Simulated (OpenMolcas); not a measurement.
**Ru³⁺ among point charges: CASSCF and CASPT2 levels and susceptibility**

Aim: the splitting of the states of Ru³⁺ in the field of 6 point charges, its lowest levels with spin-orbit coupling and its magnetic susceptibility.

Program: OpenMolcas 26.06. Level of theory: state-averaged CASSCF and CASPT2, spin-orbit coupling by RASSI with atomic mean-field integrals. These are calculated values, not measurements, unless marked.

**1. The system**

```
Species                           : Ru³⁺ (ruthenium, Z = 44, 41 electrons)
Basis                             : ANO-RCC-VDZP [6s5p3d1f], 43 functions
Scalar Hamiltonian                : DKH2, point nucleus
Inactive shells                   : 1s 2s 2p 3s 3p 3d 4s 4p
Active space                      : 5 electrons in 5 orbitals (4d)
Some configurations of this space : 4d⁵
Orbitals                          : optimised for each spin and parity, averaged over all roots
```

The outer shells:

4d5
```
4d [↑ ][↑ ][↑ ][↑ ][↑ ]
```

The ion sits among 6 point charges of -1 e arranged as a tetragonal octahedron (D4h), 2.32 Å from the ion, with the axial distance 2.204 Å.

Each step is its own input file, run in one work folder so that later steps find the files of earlier ones. Labels, J, g values, rates, χT and fits are worked out afterwards by a script from the matrices that RASSI stores. The input lists half of the charges; inversion (Group=XYZ) makes the rest.

**2. GATEWAY and SEWARD: basis and integrals**

a.inp reads:

```
&GATEWAY
Coord
1

Ru 0.0 0.0 0.0
Basis=ANO-RCC-VDZP
Group=XYZ
NoMove
AngMom=0.0 0.0 0.0
AMFI
XField
3 Angstrom 0
2.320000 0.000000 0.000000 -1.000000
0.000000 2.320000 0.000000 -1.000000
0.000000 0.000000 2.204000 -1.000000
&SEWARD
```

**3. CASSCF: sextets of even parity, 1 root**

a.inp reads:

```
&RASSCF
FileOrb=start.orb
Symmetry=1
Spin=6
nActEl=5 0 0
Inactive=9 9
Ras2=5 0
CIRoot=1 1 1
SDav=1
CIMx=300
Iter=120 100
PrWF=0.3
OrbListing=Nothing
MaxOrb=0
>>> COPY $Project.JobIph JOB001
```

start.orb holds the contracted functions of the basis, ordered by shell, or the orbitals of the step before.

**4. Reference wave functions, quartets of even parity, 24 roots**

a.inp reads:

```
&RASSCF
FileOrb=start.orb
Symmetry=1
Spin=4
nActEl=5 0 0
Inactive=9 9
Ras2=5 0
CIRoot=24 24 1
SDav=24
CIMx=300
Iter=120 100
PrWF=0.3
OrbListing=Nothing
MaxOrb=0
>>> COPY $Project.JobIph JOB002
```

**5. Reference wave functions, doublets of even parity, 75 roots**

a.inp reads:

```
&RASSCF
FileOrb=start.orb
Symmetry=1
Spin=2
nActEl=5 0 0
Inactive=9 9
Ras2=5 0
CIRoot=75 75 1
SDav=75
CIMx=300
Iter=120 100
PrWF=0.3
OrbListing=Nothing
MaxOrb=0
>>> COPY $Project.JobIph JOB003
```

**6. State interaction with spin-orbit coupling**

a.inp reads:

```
&RASSI
NrOfJobIphs=3 1 24 75
1
1 2 3 4 5 6 7 8 9 10 11 12 13 14 15 16 17 18 19 20 21 22 23 24
1 2 3 4 5 6 7 8 9 10 11 12 13 14 15 16 17 18 19 20 21 22 23 24 25 26 27
28 29 30 31 32 33 34 35 36 37 38 39 40 41 42 43 44 45 46 47 48 49 50 51
52 53 54 55 56 57 58 59 60 61 62 63 64 65 66 67 68 69 70 71 72 73 74 75
IphNames
JOB001
JOB002
JOB003
EJob
SpinOrbit
DIPRint=1.0
SOCoupling=1000.0
Subsets=2
Property=9
'ANGMOM' 1 'ANGMOM' 2 'ANGMOM' 3 'MLTPL  1' 1 'MLTPL  1' 2 'MLTPL  1' 3
'AMFI' 1 'AMFI' 2 'AMFI' 3
SOProperty=3
'ANGMOM' 1 'ANGMOM' 2 'ANGMOM' 3
```

**7. CASPT2: IPEA 0.25, imaginary shift 0.1 (closed shells correlated: 4s 4p)**

a.inp reads:

```
>>> COPY JOB001 $Project.JobIph
&CASPT2
Multistate=1 1
Frozen=8 6
IPEA=0.25
Imaginary=0.1
MaxIter=60
WThr=0.0 0.3 0.05
PrWF=0.5
NoMix
>>> COPY JOB002 $Project.JobIph
&CASPT2
Multistate=24 1 2 3 4 5 6 7 8 9 10 11 12 13 14 15 16 17 18 19 20 21 22
23 24
NoMult
Frozen=8 6
IPEA=0.25
Imaginary=0.1
MaxIter=60
WThr=0.0 0.3 0.05
PrWF=0.5
NoMix
>>> COPY JOB003 $Project.JobIph
&CASPT2
Multistate=75 1 2 3 4 5 6 7 8 9 10 11 12 13 14 15 16 17 18 19 20 21 22
23 24 25 26 27 28 29 30 31 32 33 34 35 36 37 38 39 40 41 42 43 44 45 46
47 48 49 50 51 52 53 54 55 56 57 58 59 60 61 62 63 64 65 66 67 68 69 70
71 72 73 74 75
NoMult
Frozen=8 6
IPEA=0.25
Imaginary=0.1
MaxIter=60
WThr=0.0 0.3 0.05
PrWF=0.5
NoMix
```

(Steps that only read results are left out.)

Before running it: what results should come out? Wanted: spin-free ground state; lowest level; next level.

**Answer**, as computed:

```
                 quantity                                                                        value
                   method  SS-CASPT2, IPEA 0.25, imaginary shift 0.1 (closed shells correlated: 4s 4p)
   spin-free ground state                                              6A1, 1-fold in its orbital part
             lowest level                                            2-fold E3/2, g = 0.10, 0.10, 9.99
               next level                                                                     2.5 cm⁻¹
              χT at 300 K                                                               4.37 cm³ K/mol
effective moment at 300 K                                                                      5.91 μB
```

Cost by method:

```csv
method,time of its own steps,time with the reference
A. CASSCF,43 s,43 s
"B. SS-CASPT2, IPEA 0.25, imaginary shift 0.1, +4s 4p",9.2 s,52 s
```

Times are of one thread on a shared host.

The spin-free ground state (6A1) comes to 100 % from free-ion S terms and keeps the highest spin of the shell. χT at 300 K is 4.37, against 4.39 cm³ K/mol for the spin alone, as a half-filled shell (L = 0) has no orbital moment. An active space of the d shell alone favours high spin; real ions in strong fields can be low spin. The field of point charges can differ much from that of real complexes. With metal d orbitals alone active, the gaps between spin states are rough; where two lie within a few thousand cm-1, their order is open. Point charges carry no covalency, so the field is a model and not that of real ligands.
